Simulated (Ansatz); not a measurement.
**doublet C2F4O+: levels of theory compared**

Wanted: a comparison of 6 runs (U-r2SCAN/cc-pVDZ, UB2PLYP/cc-pVDZ, UPBE/cc-pVDZ, UPBE0/cc-pVDZ, UMP2/cc-pVDZ, UCCSD(T)/cc-pVDZ) of doublet C2F4O+. 

The calculation is run with Ansatz 0.2.0.

51 further runs of the same task are left out: 51 set aside as unsound or not needed.

## Step 1: The molecule

C2F4O+: 7 atoms, total charge +1, spin state doublet. SMILES of the parent species: `O=C(F)C(F)(F)F`. The coordinates come from a PBE0-D4/def2-TZVP relaxation. That shape belongs to the parent species and isn't relaxed for this state.

Bond lengths: O1–C2 1.172 Å, C2–F3 1.326 Å, C2–C4 1.542 Å, C4–F5 1.330 Å, C4–F6 1.330 Å, C4–F7 1.318 Å. Angles: O1–C2–F3 124.0°, O1–C2–C4 126.4°, F3–C2–C4 109.5°, C2–C4–F5 109.8°, C2–C4–F6 109.8°, C2–C4–F7 110.2°, F5–C4–F6 108.7°, F5–C4–F7 109.1°, F6–C4–F7 109.1°.

## Step 2: The energy at U-r2SCAN/cc-pVDZ (run 1)

Contents of molecule.yaml:

```yaml
crystal:
  periodic: [false, false, false]
  atoms:
    - symbol: O
      position_ang: [1.061180, -1.396170, 0.701140]
    - symbol: C
      position_ang: [0.088980, -0.798110, 0.435150]
    - symbol: F
      position_ang: [-1.136840, -1.201010, 0.739860]
    - symbol: C
      position_ang: [0.018150, 0.551850, -0.306440]
    - symbol: F
      position_ang: [-0.697880, 0.418270, -1.418740]
    - symbol: F
      position_ang: [-0.564330, 1.461580, 0.468830]
    - symbol: F
      position_ang: [1.230750, 0.963590, -0.619810]
basis:
  gaussian:
    orbitals: cc-pVDZ
total_charge: 1
magnetization:
  spin_polarized: true
  initial_magnetization: 1
hamiltonian:
  xc: {name: r2SCAN}
accuracy: high
output: {orbitals: {seedname: orbitals}}
```

Launch:

```sh
$ ansatz run molecule.yaml --threads 1 --pin off --max-ram 3480MiB --events-out events.jsonl --progress --plain --runs-dir runs
```

The program printed:

```text
Warning: RAYON_NUM_THREADS=1 ignored (pool sized by the plan → 1); use --threads N
Functional definition: r2SCAN
  name "r2SCAN"
  parameter k0 = 0.174
  parameter k1 = 0.065
  parameter a1 = 4.9479
  exchange = r2scan_x(k0 = k0, k1 = k1, a1 = a1)
  correlation = r2scan_c
2167 factors; integrals over basis functions are off by at most 2.9e-9 eV
mean field evaluation 1: about -14965.6287 eV, gradient 4.1e1 eV
mean field evaluation 2: about -14949.3120 eV, gradient 7.8e1 eV
mean field evaluation 4: about -14969.8212 eV, gradient 1.3e1 eV
mean field evaluation 8: about -14970.4405 eV, gradient 4.8e-1 eV
mean field evaluation 16: about -14970.4502 eV, gradient 9.1e-3 eV
mean field evaluation 32: about -14970.4502 eV, gradient 6.6e-8 eV
mean field -14970.45020301 eV, -550.1538976252 hartree, gradient 2.1e-8 eV, S^2 0.755887; 3 other end points of the search recorded, 0 dependent functions left out
reference -14970.45020350 eV, -550.1538976429 hartree; 28, 27 occupied and 70, 71 virtual orbitals, 2167 factors
Total energy: -14970.45020350 eV, -550.1538976429 hartree
```

It took 28 s on 1 thread of Arm Neoverse V2, shared host; peak memory 0.48 GiB.

## Step 3: A single-point energy at UB2PLYP/cc-pVDZ (run 2)

Contents of in.yaml:

```yaml
crystal:
  periodic: [false, false, false]
  atoms:
    - {symbol: O, position_ang: [1.061180, -1.396170, 0.701140]}
    - {symbol: C, position_ang: [0.088980, -0.798110, 0.435150]}
    - {symbol: F, position_ang: [-1.136840, -1.201010, 0.739860]}
    - {symbol: C, position_ang: [0.018150, 0.551850, -0.306440]}
    - {symbol: F, position_ang: [-0.697880, 0.418270, -1.418740]}
    - {symbol: F, position_ang: [-0.564330, 1.461580, 0.468830]}
    - {symbol: F, position_ang: [1.230750, 0.963590, -0.619810]}
basis:
  gaussian:
    orbitals: cc-pVDZ
total_charge: 1
magnetization:
  spin_polarized: true
  initial_magnetization: 1
hamiltonian:
  xc: {name: B2PLYP}
correlation:
  frozen_orbitals: {C: 1, F: 1, O: 1}
accuracy: high
output:
  orbitals: {seedname: orbitals}
```

Launch:

```sh
$ ansatz run in.yaml --threads 1 --pin off --max-ram 3480MiB --events-out events.jsonl --progress --plain --runs-dir runs
```

The program printed, shortened:

```text
Warning: RAYON_NUM_THREADS=1 ignored (pool sized by the plan → 1); use --threads N
Functional definition: B2PLYP
  name "B2PLYP"
[...]
2167 factors; integrals over basis functions are off by at most 2.9e-9 eV
[...]
mean field -14954.74194539 eV, -549.5766298048 hartree, gradient 2.0e-8 eV, S^2 0.762841; 0 other end points of the search recorded, 0 dependent functions left out
7 core orbitals not correlated: weight in the atoms' cores, before any rotation towards them, 1.000 or more for the frozen orbitals, at most 0.000 for the correlated occupied ones
reference -14954.74196107 eV, -549.5766303810 hartree; 21, 20 occupied and 70, 71 virtual orbitals, 2167 factors
second order -37.76921106 eV of doubles, -0.00000000 eV of singles
Total energy: -14964.93964805 eV, -549.9513884656 hartree
```

It took 21 s on 1 thread of Arm Neoverse V2, shared host; peak memory 0.51 GiB.

Runs 3 to 4 aren't shown in full; the table further down has their settings and results.

## Step 4: A single-point energy at UMP2/cc-pVDZ (run 5)

Contents of input.yaml:

```yaml
crystal:
  periodic: [false, false, false]
  atoms:
    - symbol: O
      position_ang: [1.061180, -1.396170, 0.701140]
    - symbol: C
      position_ang: [0.088980, -0.798110, 0.435150]
    - symbol: F
      position_ang: [-1.136840, -1.201010, 0.739860]
    - symbol: C
      position_ang: [0.018150, 0.551850, -0.306440]
    - symbol: F
      position_ang: [-0.697880, 0.418270, -1.418740]
    - symbol: F
      position_ang: [-0.564330, 1.461580, 0.468830]
    - symbol: F
      position_ang: [1.230750, 0.963590, -0.619810]
basis:
  gaussian:
    orbitals: cc-pVDZ
total_charge: 1
magnetization:
  spin_polarized: true
  initial_magnetization: 1
correlation:
  method: mp2
  frozen_orbitals: {C: 1, F: 1, O: 1}
accuracy: high
```

Launch:

```sh
$ ansatz run input.yaml --threads 1 --pin off --max-ram 3480MiB --events-out events.jsonl --progress --plain --runs-dir runs
```

The program printed:

```text
Warning: RAYON_NUM_THREADS=1 ignored (pool sized by the plan → 1); use --threads N
Functional definition: HF
  name "HF"
  exchange = exact_x
  correlation = 0
2167 factors; integrals over basis functions are off by at most 2.9e-9 eV
mean field evaluation 1: about -14901.5446 eV, gradient 4.5e1 eV
mean field evaluation 2: about -14901.7768 eV, gradient 4.5e1 eV
mean field evaluation 4: about -14909.6706 eV, gradient 4.8e0 eV
mean field evaluation 8: about -14910.4841 eV, gradient 6.7e-1 eV
mean field evaluation 16: about -14910.5254 eV, gradient 3.8e-5 eV
mean field -14910.52544270 eV, -547.9517033021 hartree, gradient 3.4e-8 eV, S^2 0.772305; 1 other end points of the search recorded, 0 dependent functions left out
7 core orbitals not correlated: weight in the atoms' cores, before any rotation towards them, 1.000 or more for the frozen orbitals, at most 0.000 for the correlated occupied ones
reference -14910.52544270 eV, -547.9517033021 hartree; 21, 20 occupied and 70, 71 virtual orbitals, 2167 factors
second order -30.67078780 eV of doubles, -0.00000000 eV of singles
Total energy: -14941.19623050 eV, -549.0788339643 hartree
```

It took 6.6 s on 1 thread of Arm Neoverse V2, shared host; peak memory 0.4 GiB.

## Step 5: A single-point energy at UCCSD(T)/cc-pVDZ (run 6)

Contents of run.yaml:

```yaml
crystal:
  periodic: [false, false, false]
  atoms:
    - {symbol: O, position_ang: [1.061180, -1.396170, 0.701140]}
    - {symbol: C, position_ang: [0.088980, -0.798110, 0.435150]}
    - {symbol: F, position_ang: [-1.136840, -1.201010, 0.739860]}
    - {symbol: C, position_ang: [0.018150, 0.551850, -0.306440]}
    - {symbol: F, position_ang: [-0.697880, 0.418270, -1.418740]}
    - {symbol: F, position_ang: [-0.564330, 1.461580, 0.468830]}
    - {symbol: F, position_ang: [1.230750, 0.963590, -0.619810]}
basis:
  gaussian: {orbitals: cc-pVDZ}
total_charge: 1
magnetization: {spin_polarized: true, initial_magnetization: 1}
correlation: {method: ccsd_t, frozen_orbitals: {C: 1, F: 1, O: 1}}
accuracy: high
scf: {omitted_lower_state_checks: [cluster_reference, increment]}
```

Launch:

```sh
$ ansatz run run.yaml --threads 1 --pin off --max-ram 3480MiB --events-out events.jsonl --progress --plain --runs-dir runs
```

The program printed, shortened:

```text
Warning: RAYON_NUM_THREADS=1 ignored (pool sized by the plan → 1); use --threads N
[... 2 set-up lines as earlier in the session ...]
[...]
2167 factors; integrals over basis functions are off by at most 2.9e-9 eV
[...]
mean field -14910.52544270 eV, -547.9517033021 hartree, gradient 3.4e-8 eV, S^2 0.772305; 1 other end points of the search recorded, 0 dependent functions left out
7 core orbitals not correlated: weight in the atoms' cores, before any rotation towards them, 1.000 or more for the frozen orbitals, at most 0.000 for the correlated occupied ones
reference -14910.52544270 eV, -547.9517033021 hartree; 21, 20 occupied and 70, 71 virtual orbitals, 2167 factors
second order -30.67078780 eV of doubles, -0.00000000 eV of singles
cycle   1  -30.38005230 eV  change    2.9e-1 eV  update   1.5e-1
[...]
cycle  32  -31.46744475 eV  change   -1.2e-9 eV  update   4.3e-9
perturbative correction -0.83731700 eV, -0.0307708320 hartree
Total energy: -14942.83020444 eV, -549.1388813992 hartree
Checks for a lower state left out: cluster_reference, increment
```

Wall time 4.5 min (1 thread of Arm Neoverse V2, shared host); peak memory 1.8 GiB.

## Step 6: The series

| run | level | frozen core orbitals | energy (Eh) | HOMO energy (eV) | LUMO energy (eV) | ⟨S²⟩ | wall time |
| --- | --- | --- | --- | --- | --- | --- | --- |
| 1 | U-r2SCAN/cc-pVDZ | – | -550.153898 | -17.10 | -15.94 | 0.756 | 28 s |
| 2 | UB2PLYP/cc-pVDZ | 7 | -549.951388 | -20.53 | -13.34 | 0.763 | 21 s |
| 3 | UPBE/cc-pVDZ | – | -549.865327 | -16.53 | -15.82 | 0.752 | 12 s |
| 4 | UPBE0/cc-pVDZ | – | -549.841271 | -18.59 | -15.18 | 0.758 | 14 s |
| 5 | UMP2/cc-pVDZ | 7 | -549.078834 | – | – | 0.772 | 6.6 s |
| 6 | UCCSD(T)/cc-pVDZ | 7 | -549.138881 | – | – | 0.772 | 4.5 min |

## Step 7: Outcome

| quantity | value |
| --- | --- |
| run 6: total energy | -549.13888 Eh |
| run 6: correlation energy (7 core orbitals frozen) | -1187.2 mEh |
| run 6: (T) correction | -30.77 mEh |
| run 6: ⟨S²⟩ of the reference determinant | 0.772 |
| run 6: T1 diagnostic | 0.028 |

Totals of different functionals can't be ranked against each other. All runs together took 5.8 min, the longest 4.5 min.
